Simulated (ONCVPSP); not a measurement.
# Fluorine: generating and testing an ONCV potential

Aim: build the potential from the settings below, then test how well it stands in for the atom: other configurations, scattering, ghost states and the plane-wave cutoff that it needs.

The numbers are computed with ONCVPSP 4.0.1 (PBE, scalar-relativistic, spin-unpolarised reference atom).

## Step 1: The atom and the settings

Typed settings, in words:

```json
{"element": "fluorine (F, Z = 9)", "type": "optimised norm-conserving Vanderbilt (ONCV)", "frozen core": "none", "valence charge": "9", "reference configuration": "1s2 2s2 2p4 (charge +1)", "partial waves": "1s+2s: rc 0.40 bohr, ncon 4, nbas 7, qcut 29.2 1/bohr, 2 projectors; 2p: rc 1.55 bohr, ncon 4, nbas 8, qcut 7.2 1/bohr, 2 projectors, debl 1.5 Ha", "local potential": "polynomial inside 0.35 bohr (lpopt 5, dvloc0 2 Ha)", "core correction": "not asked for"}
```

The outer shells as boxes (Hund's rule for the drawing; the calculation is spin-unpolarised):

```
1s [↑↓]
2s [↑↓]
2p [↑↓][↑ ][↑ ]
```

## Step 2: Generation

Input file F.dat:

```
# ATOM AND REFERENCE CONFIGURATION
# atsym  z   nc   nv     iexc    psfile
  F 9.00    0    3        4      upf
#
#   n    l    f
    1    0    2.00
    2    0    2.00
    2    1    4.00
#
# PSEUDOPOTENTIAL AND OPTIMIZATION
# lmax
    1
#
#   l,   rc,      ep,       ncon, nbas, qcut
    0    0.40    0.00    4    7   29.20
    1    1.55    0.00    4    8    7.20
#
# LOCAL POTENTIAL
# lloc, lpopt,  rc(5),   dvloc0
    4    5    0.35    2.00
#
# VANDERBILT-KLEINMAN-BYLANDER PROJECTORs
# l, nproj, debl
    0    2    1.20
    1    2    1.50
#
# MODEL CORE CHARGE
# icmod, fcfact, rcfact
    0    0.00    0.00
#
# LOG DERIVATIVE ANALYSIS
# epsh1, epsh2, depsh
  -12.00    5.00    0.04
#
# OUTPUT GRID
# rlmax, drl
    6.00    0.01
#
# TEST CONFIGURATIONS
# ncnf
    4
# nvcnf
#   n    l    f
    3
    1    0    2.00
    2    0    2.00
    2    1    5.00
#
    3
    1    0    2.00
    2    0    2.00
    2    1    3.00
#
    3
    1    0    2.00
    2    0    2.00
    2    1    2.00
#
    3
    1    0    2.00
    2    0    2.00
    2    1    4.50
#
```

Launch:

```bash
$ oncvpsp.x < F.dat > F.out
```

What does the calculation give? Wanted: cutoffs for 1 and 0.1 mHa per electron, occupied waves; bound ghosts; GHOST(+) flags; largest test error; largest phase difference near zero energy, channels read.

The runs gave:

```
                                                quantity                       value
  cutoffs for 1 and 0.1 mHa per electron, occupied waves           377 Ha and 430 Ha
                                            bound ghosts                  none found
                                          GHOST(+) flags                 p at 105 eV
                            largest test error (AE − PS)  +1412 meV, for 1s2 2s2 2p2
largest phase difference near zero energy, channels read                   0.000 rad
```

In words: By total energies transferability is poor: the largest error is 1412 meV on 99.0 eV, for 1s2 2s2 2p2. That test lies far up in energy; among those under 40 eV, nearer to bonding, the largest error is 242 meV. The potential is very hard: the looser tolerance needs 377 Ha. The program's ghost test flags no bound state. Near zero energy the phases of the channels with partial waves agree within 0.001 rad. The program also flags highly localised states, GHOST(+) (p). These are tests on the free atom; a crystal test is still owed.
